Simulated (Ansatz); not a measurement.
# BrGeH5OSi: the cost of one run

Method: RKS PBE0/def2-SVP, in Ansatz 0.2.0.

## (1) Starting point

Bond lengths: O1–Ge2 1.794 Å, Ge2–Si3 2.288 Å, Ge2–Br4 2.251 Å, O1–H5 1.055 Å, Ge2–H6 1.565 Å, Si3–H7 1.529 Å, Si3–H8 1.457 Å, Si3–H9 1.501 Å. Angles: O1–Ge2–Si3 107.5°, O1–Ge2–Br4 110.3°, O1–Ge2–H6 110.1°, Si3–Ge2–Br4 108.7°, Si3–Ge2–H6 110.0°, Br4–Ge2–H6 110.2°, Ge2–O1–H5 102.1°, Ge2–Si3–H7 109.7°, Ge2–Si3–H8 111.0°, Ge2–Si3–H9 110.6°, H7–Si3–H8 106.3°, H7–Si3–H9 106.9°, H8–Si3–H9 112.1°.

As a file:

```xyz
9

O     0.3447    0.9289   -1.7908
Ge   -0.4992    0.6130   -0.2400
Si    0.6742   -1.0139    0.8614
Br   -2.5868   -0.1371   -0.6241
H    -0.2509    1.6888   -2.2170
H    -0.5435    1.9181    0.6230
H     2.1024   -0.5330    1.1203
H     0.7888   -2.2177    0.0482
H     0.0587   -1.2934    2.2018
```

## (2) Relaxing end A

The input, input.yaml:

```yaml
crystal:
  periodic: [false, false, false]
  atoms:
    - { symbol: O, position_ang: [0.3447, 0.9289, -1.7908] }
    - { symbol: Ge, position_ang: [-0.4992, 0.613, -0.24] }
    - { symbol: Si, position_ang: [0.6742, -1.0139, 0.8614] }
    - { symbol: Br, position_ang: [-2.5868, -0.1371, -0.6241] }
    - { symbol: H, position_ang: [-0.2509, 1.6888, -2.217] }
    - { symbol: H, position_ang: [-0.5435, 1.9181, 0.623] }
    - { symbol: H, position_ang: [2.1024, -0.533, 1.1203] }
    - { symbol: H, position_ang: [0.7888, -2.2177, 0.0482] }
    - { symbol: H, position_ang: [0.0587, -1.2934, 2.2018] }
basis:
  gaussian: { orbitals: def2-SVP }
hamiltonian:
  xc: pbe0
relax:
  f_tol: 0.02
  max_steps: 50
```

Run with:

```
> ansatz run input.yaml --threads 2 --pin off --max-ram 3072MiB --backend cpu --events-out ev --progress --plain --runs-dir out
```

What time and memory should one allow on 2 threads of Intel Xeon Platinum 8488C (Sapphire Rapids), shared host?

About 30 s, with a peak of 0.36 GiB.
